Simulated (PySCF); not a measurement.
# 3-(aminomethyl)pyridine: geometry, NMR shifts, spin-spin couplings, electronic excitations and core binding energies

Aim: predict the NMR shifts, spin-spin couplings, electronic excitations and core binding energies of 3-(aminomethyl)pyridine (`NCc1cccnc1`).

Programs: PySCF 2.14.0, with density-fitted response routines of our own. Each step states its level of theory. These are calculated values for one molecule in the gas phase, unless marked as measured. Atoms are numbered from 0 throughout.

## (1) Starting geometry

16 atoms, charge 0, multiplicity 1; geometry from: GFN2-xTB.

Bonds of the start (Å): N0–C1 1.46, C1–C2 1.51, C2–C3 1.39, C3–C4 1.38, C4–C5 1.39, C5–N6 1.32, N6–C7 1.32, C7–C2 1.39, N0–H8 1.02, N0–H9 1.02, C1–H10 1.09, C1–H11 1.09, C3–H12 1.08, C4–H13 1.08, C5–H14 1.08, C7–H15 1.08.

## (2) Relaxing the molecule at PBE0-D3(BJ)/def2-SVP

Job settings and geometry (Å):

```
{"job": {"xc": "PBE0", "basis": "def2-SVP", "d3": "d3bj", "grid": 1, "kind": "geom"}, "charge": 0, "multiplicity": 1}
N     -2.552392     0.098194    -0.307234
C     -1.555152     0.755188     0.529266
C     -0.160466     0.223008     0.314798
C      0.662621     0.729506    -0.685461
C      1.909869     0.163554    -0.888434
C      2.287928    -0.899646    -0.081759
N      1.514257    -1.397244     0.867317
C      0.327451    -0.849852     1.055396
H     -2.575093    -0.896539    -0.106482
H     -2.313175     0.208368    -1.287720
H     -1.587061     1.824334     0.300264
H     -1.853678     0.613190     1.571366
H      0.328991     1.561723    -1.291134
H      2.573695     0.539448    -1.652054
H      3.252587    -1.376185    -0.196830
H     -0.267981    -1.288104     1.847290
```

**Question.** This job is followed by: GIAO PBE0/pcSseg-1 NMR shielding, non-relativistic, gas phase; B3LYP/pcJ-1 indirect spin-spin coupling, non-relativistic, gas phase; TDDFT PBE0/def2-SVPD, vertical, gas phase, core orbitals frozen in the response; GIAO CAM-B3LYP/pcSseg-1 NMR shielding, non-relativistic, gas phase; delta-SCF UKS SCAN, pcX-2 on the ionised atom, pcseg-1 elsewhere, spin-free X2C. What will the session give for the following? point group; rotational constants (main isotopes); 13C shifts against TMS (PBE0/pcSseg-1); 1H shifts against TMS (PBE0/pcSseg-1, means over atoms taken as alike); 15N shifts against NH3 (PBE0/pcSseg-1); largest coupling of the table (B3LYP/pcJ-1); lowest singlet (PBE0/def2-SVPD); brightest single state of those computed; lowest triplet; vertical ionisation energy (ΔSCF); C1s binding energies, SCAN/pcX-2; N1s binding energies, SCAN/pcX-2; range of the shift of N6.

The runs gave:

| quantity | value |
| --- | --- |
| point group | C1 |
| rotational constants (main isotopes) | 4.73, 1.49, 1.24 GHz |
| 13C shifts against TMS (PBE0/pcSseg-1) | 155.5, 154.4, 145.9, 139.9, 128.7, 49.3 ppm |
| 1H shifts against TMS (PBE0/pcSseg-1, means over atoms taken as alike) | 8.70, 8.64, 7.49, 7.23, 3.59, 0.33 ppm |
| 15N shifts against NH3 (PBE0/pcSseg-1) | 366.8, 57.1 ppm |
| largest coupling of the table (B3LYP/pcJ-1) | 1J(C,H) C5–H14, 187.2 Hz |
| lowest singlet (PBE0/def2-SVPD) | 4.71 eV (263 nm), f = 0.007 |
| brightest single state of those computed | state 10, 7.26 eV, f = 0.291 |
| lowest triplet | 4.05 eV |
| vertical ionisation energy (ΔSCF) | 8.88 eV |
| C1s binding energies, SCAN/pcX-2 | C1 291.69, C5 291.09, C7 291.07, C3 290.74, C4 290.58, C2 290.52 eV |
| N1s binding energies, SCAN/pcX-2 | N0 405.03, N6 404.54 eV |
| range of the shift of N6 | 366.8 to 376.9 ppm |

The optimisation took 4 steps and gained 0.042 eV; among the close pairs (by a distance rule), C7–H15 changed most, from 1.083 to 1.098 Å. At PBE0/pcSseg-1: The largest span, 723 ppm, is at N6, where the paramagnetic term is -432 ppm. Of the pairs tabulated at B3LYP/pcJ-1, C5–H14 couples most strongly (187.2 Hz; Fermi contact 186.4 Hz). Couplings across rotatable bonds belong to this one conformer; where others are populated, the observed values are averages. The lowest singlet, at 4.71 eV, is HOMO→LUMO 0.51, HOMO−1→LUMO 0.46 and is weak; of the 10 states computed, the strongest absorption comes from state 10 at 7.26 eV (the last computed, so partners may be missing). The lowest triplet lies 0.66 eV below the lowest singlet (triplets in Tamm-Dancoff, singlets in full TDDFT). The orbital energy would give 7.04 eV for ionisation, ΔSCF gives 8.88 eV. The C1s levels kept as sound span 1.16 eV, from C2 (substituted aromatic carbon) up to C1 (sp3 CH2 bonded to N, on an aromatic ring). The N1s levels kept as sound span 0.50 eV, from N6 (pyridine-type ring nitrogen) up to N0 (amine nitrogen). In ppm, N6 moves most: its shift spreads over 10.1 ppm, from 366.8 (PBE0/pcSseg-1) to 376.9 (CAM-B3LYP/pcSseg-1).
